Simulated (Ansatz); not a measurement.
What does this script print? It uses Ansatz 0.2.0 through its Python package.

The script, `sr3ca.py`:
```python
# -*- coding: utf-8 -*-
"""Cohesive energy of Sr3Ca from free atoms."""

from collections import Counter

import ansatz as az
from ase import Atoms


def counts(outcome):
    return Counter(site.symbol for site in outcome.lattice.sites)

UNPAIRED = {"Sr": 0, "Ca": 0}  # unpaired electrons of the free atoms


def ground_state(name, crystal):
    calc = (
        crystal.calculation()
        .basis(34 * az.Ry)
        .functional("lda")
        .kpoints(spacing=0.27)
        .occupations("cold", width=0.02)
    )
    if name.endswith(" atom"):
        calc = calc.kpoints(1, 1, 1).occupations("fermi_dirac", width=0.01)
        if UNPAIRED[name.split()[0]]:
            calc = calc.spin("collinear")
        return calc.run()
    calc = calc.relax(force_tolerance=0.03, max_steps=40, cell=True)
    return calc.run()


def main():
    phases = {}
    atoms = Atoms(
        ["Sr", "Sr", "Sr", "Ca"],
        scaled_positions=[
            (0.0, 0.5, 0.5),
            (0.5, 0.0, 0.5),
            (0.5, 0.5, 0.0),
            (0.0, 0.0, 0.0),
        ],
        cell=[
            (5.988752, 0.0, 0.0),
            (0.0, 5.988752, 0.0),
            (0.0, 0.0, 5.988752),
        ],
        pbc=True,
    )
    sr3ca = az.Crystal.from_ase(atoms)
    phases["Sr3Ca"] = sr3ca
    # a box with unlike edges lets an open shell break the spherical symmetry
    for element, moment in UNPAIRED.items():
        phases[f"{element} atom"] = az.Lattice.orthorhombic(9.0, 9.5, 10.0).atom(element, (0.5, 0.5, 0.5), moment=moment or None)

    done = {}
    for name, crystal in phases.items():
        done[name] = ground_state(name, crystal)
        print(f"{name}: {done[name].report['energy_sigma0_ev']:.4f} eV, {len(done[name].lattice.sites)} atoms")

    print({element: round(done[f"{element} atom"].report["magnetization_mub"], 2) for element in UNPAIRED}, "muB on the free atoms")
    solid = done["Sr3Ca"]
    n = counts(solid)
    binding = (sum(k * done[f"{e} atom"].report["energy_sigma0_ev"] for e, k in n.items()) - solid.report["energy_sigma0_ev"]) / sum(n.values())
    print(f"cohesive energy {binding:.3f} eV/atom = {96.4853 * binding:.0f} kJ/mol of atoms (no zero-point energy)")


if __name__ == "__main__":
    main()
```

Running `python sr3ca.py` prints:
```text
Sr3Ca: -12105.5388 eV, 4 atoms
Sr atom: -3442.5283 eV, 1 atoms
Ca atom: -1770.4673 eV, 1 atoms
{'Sr': 0.0, 'Ca': 0.0} muB on the free atoms
cohesive energy 1.872 eV/atom = 181 kJ/mol of atoms (no zero-point energy)
```

Notes:
- Total energies depend on the potentials; only differences at equal settings carry meaning.
- The magnetic order follows from the starting moments and needn't be the lowest.
- For the metals among these phases the mesh is modest: differences between phases can be off by up to 40 meV an atom.
- The cells come from databases of deposited and of computed structures, and not all need be stable phases.
- Free atoms in a box carry small image and symmetry errors, and spin-orbit coupling is left out.
- Finished in 18 s on 1 thread of Arm Neoverse V2, on a shared host, peak memory 0.54 GiB.

(A comment or docstring line of the script was reworded after the run, the code is as it ran; lines on the test bed's own set-up are left out of the output.)
